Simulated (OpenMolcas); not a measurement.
# Os⁶⁺ among point charges: CASSCF and CASPT2 levels and susceptibility

Aim: the splitting of the states of Os⁶⁺ in the field of 5 point charges, its lowest levels with spin-orbit coupling and its magnetic susceptibility.

Method: state-averaged CASSCF and CASPT2, spin-orbit coupling by RASSI with atomic mean-field integrals. Code: OpenMolcas 26.06.

### Step 1. The system

| Quantity | Value |
| --- | --- |
| Species | Os⁶⁺ (osmium, Z = 76, 70 electrons) |
| Basis | ANO-RCC-VDZP [7s6p4d2f1g], 68 functions |
| Scalar Hamiltonian | DKH2, point nucleus |
| Inactive shells | 1s 2s 2p 3s 3p 3d 4s 4p 4d 4f 5s 5p |
| Active space | 2 electrons in 5 orbitals (5d) |
| Some configurations of this space | 5d2 |
| Orbitals | optimised for each spin and parity, averaged over all roots |

The outer shells:

5d2
```
5d [↑ ][↑ ][  ][  ][  ]
```

The ion sits among 5 point charges of -1.3 e arranged as a trigonal bipyramid (D3h), 1.92 Å from the ion, with the axial distance 1.766 Å.

The work runs as a chain of OpenMolcas steps in one folder; each step below is one input file. Labels, J, g values, rates, χT and fits are worked out afterwards by a script from the matrices that RASSI stores.

### Step 2. GATEWAY and SEWARD: basis and integrals

The input, a.inp:

```
&GATEWAY
Coord
1

Os 0.0 0.0 0.0
Basis=ANO-RCC-VDZP
Group=NoSym
NoMove
AngMom=0.0 0.0 0.0
AMFI
XField
5 Angstrom 0
1.920000 0.000000 0.000000 -1.300000
-0.960000 1.662769 0.000000 -1.300000
-0.960000 -1.662769 0.000000 -1.300000
0.000000 0.000000 1.766400 -1.300000
0.000000 0.000000 -1.766400 -1.300000
&SEWARD
```

Command:

```sh
$ OMP_NUM_THREADS=1 MOLCAS_MEM=1689 MOLCAS_PROJECT=a pymolcas a.inp > a.log
```

### Step 3. Reference wave functions, triplets, 10 roots

The input, a.inp:

```
&RASSCF
FileOrb=start.orb
Symmetry=1
Spin=3
nActEl=2 0 0
Inactive=34
Ras2=5
CIRoot=10 10 1
SDav=10
CIMx=300
Iter=120 100
PrWF=0.3
OrbListing=Nothing
MaxOrb=0
>>> COPY $Project.JobIph JOB001
```

start.orb holds the contracted functions of the basis, ordered by shell, or the orbitals of the step before.

### Step 4. CASSCF: singlets, 15 roots

The input, a.inp:

```
&RASSCF
FileOrb=start.orb
Symmetry=1
Spin=1
nActEl=2 0 0
Inactive=34
Ras2=5
CIRoot=15 15 1
SDav=15
CIMx=300
Iter=120 100
PrWF=0.3
OrbListing=Nothing
MaxOrb=0
>>> COPY $Project.JobIph JOB002
```

### Step 5. State interaction with spin-orbit coupling

The input, a.inp:

```
&RASSI
NrOfJobIphs=2 10 15
1 2 3 4 5 6 7 8 9 10
1 2 3 4 5 6 7 8 9 10 11 12 13 14 15
IphNames
JOB001
JOB002
EJob
SpinOrbit
DIPRint=1.0
SOCoupling=1000.0
Subsets=2
Property=9
'ANGMOM' 1 'ANGMOM' 2 'ANGMOM' 3 'MLTPL  1' 1 'MLTPL  1' 2 'MLTPL  1' 3
'AMFI' 1 'AMFI' 2 'AMFI' 3
SOProperty=3
'ANGMOM' 1 'ANGMOM' 2 'ANGMOM' 3
```

### Step 6. CASPT2: IPEA 0.25, imaginary shift 0.1 (closed shells correlated: 4f 5s 5p)

The input, a.inp:

```
>>> COPY JOB001 $Project.JobIph
&CASPT2
Multistate=10 1 2 3 4 5 6 7 8 9 10
NoMult
Frozen=23
IPEA=0.25
Imaginary=0.1
MaxIter=60
WThr=0.0 0.3 0.05
PrWF=0.5
NoMix
>>> COPY JOB002 $Project.JobIph
&CASPT2
Multistate=15 1 2 3 4 5 6 7 8 9 10 11 12 13 14 15
NoMult
Frozen=23
IPEA=0.25
Imaginary=0.1
MaxIter=60
WThr=0.0 0.3 0.05
PrWF=0.5
NoMix
```

(Steps that only read results are left out.)

What does the calculation give? Wanted: spin-free ground state; first state of the same spin within the active space; lowest level; next level.

The runs gave:

```
                                            quantity                                                                           value
                                              method  SS-CASPT2, IPEA 0.25, imaginary shift 0.1 (closed shells correlated: 4f 5s 5p)
                              spin-free ground state                                                 3A1, 1-fold in its orbital part
first state of the same spin within the active space                                                                3A2 at 4.22 cm⁻¹
                                        lowest level                                                  2-fold E, g = 0.00, 0.00, 2.37
                                          next level                                                                       39.5 cm⁻¹
                                         χT at 300 K                                                                  0.17 cm³ K/mol
                           effective moment at 300 K                                                                         1.17 μB
```

Cost by method:

```
                                                 method  time of its own steps  time with the reference
                                              A. CASSCF                  7.7 s                    7.7 s
B. SS-CASPT2, IPEA 0.25, imaginary shift 0.1, +4f 5s 5p                  8.8 s                     16 s
```

Times are of one thread on a shared host.

In words: The spin-free ground state (3A1) comes to 100 % from free-ion F terms and keeps the highest spin of the shell. χT at 300 K is 0.17, against 1.00 cm³ K/mol for the spin alone, so spin-orbit coupling lowers it. CASPT2 does not keep the components of a term degenerate, and the means are used. The field of point charges can differ much from that of real complexes. This is an electrostatic model: the charges have no orbitals.
